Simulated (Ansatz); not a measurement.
**CrO2 (P4_2/mnm): which magnetic order lies lowest**

One table from this session's results is given with a row withheld; the runs are named, their logs left out.

Method: DFT PBE, scalar-relativistic, plane waves, PAW, in Ansatz 0.2.0.

### The starting structure

The structure is tetragonal, space group P4_2/mnm (No. 136). The conventional cell has a = 4.444 Å, b = 4.444 Å, c = 2.922 Å, α = 90.00°, β = 90.00°, γ = 90.00°. Cr (site symmetry mmm) is surrounded by 6 O at 1.91 Å. O (site symmetry m2m) is surrounded by 3 Cr at 1.91 Å.

Coordinates:

```xyz
6
Lattice="4.4439 0.0000 0.0000 0.0000 4.4439 0.0000 0.0000 0.0000 2.9217" Properties=species:S:1:pos:R:3 pbc="T T T"
Cr    0.0000    0.0000    0.0000
Cr    2.2220    2.2220    1.4609
O     1.3494    1.3494    0.0000
O     0.8725    3.5714    1.4609
O     3.0945    3.0945    0.0000
O     3.5714    0.8725    1.4609
```

An earlier run at PBE left this cell at 9.617 Å³/atom and 0.01 GPa (6×6×10 mesh).

Set-up of the first run:

Input file input.yaml:

```yaml
crystal:
  lattice:
    - [4.4439090576, 0.0, 0.0]
    - [0.0, 4.4439090576, 0.0]
    - [0.0, 0.0, 2.9217460561]
  atoms:
    - { symbol: Cr, position: [0.0, 0.0, 0.0], spin: 2.0 }
    - { symbol: Cr, position: [0.5, 0.5, 0.5], spin: -2.0 }
    - { symbol: O, position: [0.3036626104, 0.3036626104, 0.0] }
    - { symbol: O, position: [0.1963373896, 0.8036626104, 0.5] }
    - { symbol: O, position: [0.6963373896, 0.6963373896, 0.0] }
    - { symbol: O, position: [0.8036626104, 0.1963373896, 0.5] }
basis:
  ecutwfc: 420
  ecutrho_ratio: 4
kpoints:
  mp_grid: { grid: [6, 6, 10] }
hamiltonian:
  xc: pbe
scf:
  occupations: { method: gaussian, width: 0.05 }
  lower_state_search: "off"
output:
  forces: true
  stress: true
  eigenvalues: true
  populations: true
magnetization:
  spin_polarized: true
```

Launch:

```sh
$ ansatz run input.yaml --threads 4 --pin off --max-ram 10240MiB --backend cpu --events-out ev --progress --plain --runs-dir out
```

Steps of the session up to this table: Antiferromagnetic, in the cell as typed; Ferromagnetic, larger cell; Antiferromagnetic, propagation vector (0, 0, 1/2); No spin polarisation.

One table of the session follows, with a row left open; its other results are not shown here.

It belongs to the step «The orders side by side». 

```
                                            order  above the lowest (meV/atom)  largest moment (μB)  pressure (GPa)
                                    ferromagnetic                          0.0                 1.75             0.0
          antiferromagnetic, in the cell as typed                            ?                    ?               ?
antiferromagnetic, propagation vector (0, 0, 1/2)                         47.0                 1.55            -0.9
                             no spin polarisation                        217.3                 0.00            -7.1
```

**Question.** Estimate the row for antiferromagnetic, in the cell as typed.

The run gave: above the lowest (meV/atom): 54.1; largest moment (μB): 1.53; pressure (GPa): -0.8. In the column «above the lowest (meV/atom)» it lies between antiferromagnetic, propagation vector (0, 0, 1/2) (47.0) and no spin polarisation (217.3).

The first row is the run of the earlier session that started with parallel moments (-1504.4663 eV/atom).

Caveats from the session: Only these orders were tried, at zero temperature; the one found in experiment may not be among them.
